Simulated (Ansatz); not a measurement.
C2H6BF, SMILES CCBF, an atomisation energy

Program: the Ansatz DFT code, driven from Python.

`c2h6bf.xyz`
```text
10

C    -0.76710    0.77430   -0.24060
C    -0.12260   -0.26160    0.56980
B     1.14870   -0.79990   -0.18600
F     1.13980   -1.44300   -1.45990
H    -1.14160    0.40380   -1.25050
H    -1.71180    1.19570    0.29380
H    -0.10830    1.68400   -0.41690
H    -0.77800   -1.08860    0.73390
H     0.18010    0.17930    1.59730
H     2.24380   -0.69510    0.36210
```

Notebook, run cell by cell (the value of a cell's last expression is shown):

In [1]:
```python
from collections import Counter

import ansatz as az
```

In [2]:
```python
def total_energy(molecule, charge=0, unpaired=0):
    calc = (
        molecule.calculation()
        .basis(gaussian="cc-pVDZ")
        .functional("pbe0")
    )
    if charge:
        calc = calc.charge(charge)
    if unpaired:
        calc = calc.spin("collinear", total=unpaired)
    return calc.run(threads=1).report["free_energy_ev"]
```

In [3]:
```python
molecule = az.Crystal.molecule_from_extxyz("c2h6bf.xyz")
```

In [4]:
```python
unpaired = {"C": 2, "B": 1, "F": 1, "H": 1}
counts = Counter(site.symbol for site in molecule.cartesian_sites)
atom_energy = {s: total_energy(az.Crystal.molecule().atom(s, (0, 0, 0)), 0, unpaired[s]) for s in counts}
whole = total_energy(molecule, 0, 0)
for s, e in atom_energy.items():
    print(f"{s:2s} x{counts[s]}  {e:14.5f} eV")
print(f"C2H6BF: {whole:.5f} eV")
split = sum(counts[s] * e for s, e in atom_energy.items()) - whole
print(f"atomisation energy (no zero-point term): {split:.3f} eV, {split / sum(counts.values()):.3f} eV an atom")
```
```text
C  x2     -1028.56355 eV
B  x1      -669.83334 eV
F  x1     -2711.22467 eV
H  x6       -13.61358 eV
C2H6BF: -5559.90565 eV
atomisation energy (no zero-point term): 40.039 eV, 4.004 eV an atom
```

40.039 eV from the electronic energies, without the zero-point term.

What to keep in mind:
- Total energies depend on the basis set; only differences at equal settings carry meaning.
- The geometry is a force-field or estimated start, not a minimum of this method, and the basis set is short of its limit. All parts are taken at fixed geometry, without zero-point energy.
- Timing: 2.8 s on 1 thread of Arm Neoverse V1, on a shared host, peak memory 0.21 GiB.
